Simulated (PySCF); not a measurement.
**HgPb: from the state search to spectroscopic constants**

An exercise on one series of results from a longer session: the logs are not shown, and one member is left open.

The runs use PySCF 2.14.0; Hg def2-SVP with ECP60, Pb def2-SVP with ECP60, scalar-relativistic core potentials.

The first run:

A driver script around PySCF takes these settings:

```json
{
  "atoms": "Hg, Pb",
  "charge": "0",
  "basis": "Hg def2-SVP with ECP60, Pb def2-SVP with ECP60",
  "Hamiltonian": "scalar-relativistic core potentials",
  "basis functions": "58",
  "electrons treated": "42",
  "masses in u": "201.9706, 207.9766",
  "levels": "PBE0, PBE, r²SCAN, M06, PW91, revPBE, HF, MP2, SCS-MP2",
  "grid": "80 radial by 434 angular points",
  "occupations": "held fixed by the projection of orbital angular momentum",
  "dissociation limit": "Hg + Pb, each in its ground configuration",
  "starting distance in angstrom": "2.770",
  "values of 2S to try": "0, 2"
}
```

On the command line:

```sh
$ OMP_NUM_THREADS=1 python dia.py task.json out
```

Steps of the session up to this table: The job; PBE0 along the bond; Higher solutions at PBE0; PBE (GGA); r²SCAN (meta-GGA); M06; PW91; revPBE (GGA); UHF (mean field).

One table of the session follows, with a row left open; its other results are not shown here.

Energy (eV) from each level's lowest point:

| R (Å) | UHF | UHF-MP2 | UHF-SCS-MP2 | PBE | revPBE |
| --- | --- | --- | --- | --- | --- |
| 2.591 | 0.697 | 0.377 | 0.463 | 0.334 | 0.400 |
| 2.712 | 0.405 | 0.160 | 0.222 | 0.126 | 0.171 |
| 2.832 | 0.226 | 0.051 | 0.091 | 0.030 | 0.055 |
| 2.923 | 0.142 | 0.013 | 0.038 | 0.002 | 0.015 |
| 3.013 | ? | ? | ? | ? | ? |
| 3.103 | 0.048 | 0.003 | 0.000 | 0.014 | 0.002 |
| 3.224 | 0.019 | 0.021 | 0.003 | 0.046 | 0.020 |
| 3.375 | 0.004 | 0.055 | 0.020 | 0.096 | 0.053 |
| 3.555 | 0.000 | 0.100 | 0.049 | 0.157 | 0.097 |
| 3.796 | 0.006 | 0.155 | 0.088 | 0.227 | 0.147 |

Q: Estimate the row for R (Å) = 3.013 from the others.

Worked estimate for «UHF». A straight line through the neighbours (2.923, 0.142) and (3.103, 0.048) gives 0.142 + (0.048 − 0.142) × (3.013 − 2.923) / (3.103 − 2.923) = 0.095; a parabola fitted to 4 rows on both sides gives 0.086.

The run gave: UHF: 0.085; UHF-MP2: 0.000; UHF-SCS-MP2: 0.010; PBE: 0.000; revPBE: 0.000. In «UHF» the line misses by +0.010 and the parabola by +0.001.
